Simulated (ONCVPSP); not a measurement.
# P: generating and testing an ONCV potential

Task: generate the file, and judge it by its errors in other configurations, its logarithmic derivatives, its ghosts and its cutoff.

The numbers are computed with ONCVPSP 4.0.1.1 (patched build) (PBE, scalar-relativistic, spin-unpolarised reference atom).

## Step 1: The design

The settings as typed:

| Quantity | Value |
| --- | --- |
| element | phosphorus (P, Z = 15) |
| type | optimised norm-conserving Vanderbilt (ONCV) |
| frozen core | [Ne] |
| valence charge | 5 |
| reference configuration | 3s2 3p2 (charge +1) |
| partial waves | 3s: rc 1.35 bohr, ncon 3, nbas 8, qcut 4.1 1/bohr, 2 projectors, debl 0.9 Ha; 3p: rc 1.95 bohr, ncon 4, nbas 9, qcut 3.7 1/bohr, 2 projectors, debl 3.1 Ha; d scattering state at 0.39 Ha: rc 2.10 bohr, ncon 4, nbas 8, qcut 4 1/bohr, 1 projector |
| local potential | polynomial inside 0.85 bohr (lpopt 3, dvloc0 0 Ha) |
| core correction | Teter function, fcfact 6, rcfact 1.7 |

An earlier all-electron run gives the scale for the radii.

All-electron outer shells of the reference configuration (PBE, scalar-relativistic, ld1.x):

| shell | level (eV) | outermost node (bohr) | outermost maximum (bohr) |
| --- | --- | --- | --- |
| 2s | -184.63 | 0.14 | 0.42 |
| 2p | -135.15 | – | 0.36 |
| 3s | -23.29 | 0.65 | 1.56 |
| 3p | -14.22 | 0.64 | 1.76 |

## Step 2: The generation run

Input file P.dat:

```
# ATOM AND REFERENCE CONFIGURATION
# atsym  z   nc   nv     iexc    psfile
  P 15.00    3    2        4      upf
#
#   n    l    f
    1    0    2.00
    2    0    2.00
    2    1    6.00
    3    0    2.00
    3    1    2.00
#
# PSEUDOPOTENTIAL AND OPTIMIZATION
# lmax
    2
#
#   l,   rc,      ep,       ncon, nbas, qcut
    0    1.35    0.00    3    8    4.10
    1    1.95    0.00    4    9    3.70
    2    2.10    0.39    4    8    4.00
#
# LOCAL POTENTIAL
# lloc, lpopt,  rc(5),   dvloc0
    4    3    0.85    0.00
#
# VANDERBILT-KLEINMAN-BYLANDER PROJECTORs
# l, nproj, debl
    0    2    0.90
    1    2    3.10
    2    1    1.50
#
# MODEL CORE CHARGE
# icmod, fcfact, rcfact
    3    6.00    1.70
#
# LOG DERIVATIVE ANALYSIS
# epsh1, epsh2, depsh
   -2.00    5.00    0.02
#
# OUTPUT GRID
# rlmax, drl
    6.00    0.01
#
# TEST CONFIGURATIONS
# ncnf
    4
# nvcnf
#   n    l    f
    2
    3    0    2.00
    3    1    3.00
#
    2
    3    0    2.00
    3    1    1.00
#
    2
    3    0    2.00
    3    1    0.00
#
    2
    3    0    1.00
    3    1    0.00
#
```

Run with:

```
$ oncvpsp.x < P.dat > P.out
```

What does the calculation give? Wanted: cutoffs for 1 and 0.1 mHa per electron, occupied waves; bound ghosts; GHOST(+) flags; largest test error; largest phase difference near zero energy, channels read; rms error of d²Exc/dn², without and with the model core; projector energies reset by the program.

As calculated:

```
                                                quantity                   value
  cutoffs for 1 and 0.1 mHa per electron, occupied waves         14 Ha and 67 Ha
                                            bound ghosts           d at -3.08 eV
                                          GHOST(+) flags  s at 80 eV, d at 79 eV
                            largest test error (AE − PS)   -571 meV, for 3s1 3p0
largest phase difference near zero energy, channels read               3.148 rad
 rms error of d²Exc/dn², without and with the model core       2.00 and 5.41 mHa
                 projector energies reset by the program             d: 0.050 Ha
```

In words: A bound ghost (d) makes it unfit for use: electrons can fall into a state that the atom doesn't have. By total energies transferability is poor: the largest error is 571 meV on 100.9 eV, for 3s1 3p0. That test lies far up in energy; among those under 40 eV, nearer to bonding, the largest error is 18 meV. It counts as soft on the atom at that tolerance, with 14 Ha needed at the looser tolerance. The tighter tolerance needs 67 Ha, and converged work needs a cutoff nearer that. At the looser tolerance the 3s wave is the slowest; 3p needs 5 Ha. Near zero energy the largest phase difference among the channels read is 3.15 rad, in the d channel. A step near π is an extra or missing state, not a misfit of shape. The pseudo curves have a pole with no partner nearby in the atom's: d at -0.11 Ha. The program also flags highly localised states, GHOST(+) (s, d). These are tests on the free atom; a crystal test is still owed.
